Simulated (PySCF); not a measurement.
# [SbS3]-: a ladder of methods

Aim: at the PBE0 minimum of singlet [SbS3]-, found before, compare methods on energies and levels.

Computed with PySCF 2.14.0. Level: several methods, basis Sb def2-SVPD with ECP28, S def2-SVPD, scalar-relativistic core potentials, no spin–orbit coupling, density fitting.

## Step 1: The system as given

4 atoms, charge -1, spin multiplicity 1.

Bond lengths: Sb1–S2 2.272 Å, Sb1–S3 2.272 Å, Sb1–S4 2.272 Å. Angles: S2–Sb1–S3 120.0°, S2–Sb1–S4 120.0°, S3–Sb1–S4 120.0°.

Z-matrix (Å, degrees; charge -1 multiplicity 1):
```
Sb
S  1 2.2718
S  1 2.2718 2 120.00
S  1 2.2718 2 120.00 3 180.00
```

## Step 2: PBE0

The steps are one call of a driver around PySCF; scf.py gives each level's set-up. Each SCF starts from the density of the minimum. The driver also runs the species with one electron less or more at the same geometry (one less: multiplicity 2); their logs are not shown.

Input file scf.py:

```python
from pyscf import gto, scf, dft
mol = gto.M(atom='''
Sb     0.000000     0.000000    -0.000000
S      2.271798    -0.000011    -0.000000
S     -1.135889     1.967440     0.000000
S     -1.135908    -1.967429     0.000000''',
    basis={'Sb': 'def2-SVPD', 'S': 'def2-SVPD'},
    ecp={'Sb': 'def2-SVPD'},
    charge=-1, spin=0)
mf = dft.RKS(mol, xc='PBE0')
mf.grids.atom_grid = (99, 590)
aux = {'Sb': 'def2-universal-JKFIT', 'S': 'def2-universal-JKFIT'}
mf = mf.density_fit(auxbasis=aux)
mf.kernel()
```

## Step 3: HF

Edit scf.py of step 2 so:

```diff
@@ -10,2 +10 @@
-mf = dft.RKS(mol, xc='PBE0')
-mf.grids.atom_grid = (99, 590)
+mf = scf.RHF(mol)
```

## Step 4: PBE

Edit scf.py of step 3 so:

```diff
@@ -10 +10,2 @@
-mf = scf.RHF(mol)
+mf = dft.RKS(mol, xc='PBE')
+mf.grids.atom_grid = (99, 590)
```

## Step 5: CCSD(T)

Edit scf.py of step 4 so:

```diff
@@ -10,2 +10 @@
-mf = dft.RKS(mol, xc='PBE')
-mf.grids.atom_grid = (99, 590)
+mf = scf.RHF(mol)
@@ -14,0 +14,3 @@
+from pyscf import cc
+mycc = cc.CCSD(mf, frozen=19).run()
+mycc.ccsd_t()
```

## Step 6: r2SCAN

Edit scf.py of step 5 so:

```diff
@@ -10 +10,2 @@
-mf = scf.RHF(mol)
+mf = dft.RKS(mol, xc='R2SCAN')
+mf.grids.atom_grid = (99, 590)
@@ -14,3 +14,0 @@
-from pyscf import cc
-mycc = cc.CCSD(mf, frozen=19).run()
-mycc.ccsd_t()
```

## Step 7: B3LYP

Edit scf.py of step 6 so:

```diff
@@ -10 +10 @@
-mf = dft.RKS(mol, xc='R2SCAN')
+mf = dft.RKS(mol, xc='B3LYP')
```

## Step 8: TPSSh

Edit scf.py of step 7 so:

```diff
@@ -10 +10 @@
-mf = dft.RKS(mol, xc='B3LYP')
+mf = dft.RKS(mol, xc='TPSSH')
```

## Step 9: B97-3

Edit scf.py of step 8 so:

```diff
@@ -10 +10 @@
-mf = dft.RKS(mol, xc='TPSSH')
+mf = dft.RKS(mol, xc='HYB_GGA_XC_B97_3')
```

## Step 10: HSE06

Edit scf.py of step 9 so:

```diff
@@ -10 +10 @@
-mf = dft.RKS(mol, xc='HYB_GGA_XC_B97_3')
+mf = dft.RKS(mol, xc='HSE06')
```

(Steps that only read results are left out.)

**Question.** What will these runs give? Wanted: vertical ionisation energy, range; orbital gap, range; T1, D1.

**Answer**, as computed:

```
                         quantity                       value
vertical ionisation energy, range  3.97 (PBE) to 4.59 (HF) eV
               orbital gap, range  2.14 (PBE) to 9.36 (HF) eV
                           T1, D1                0.018, 0.079
```

What this shows: The vertical ionisation energy spreads over 0.62 eV, from PBE to HF; without a CCSD(T) value for it there is no yardstick here.  Spin–orbit coupling is left out.
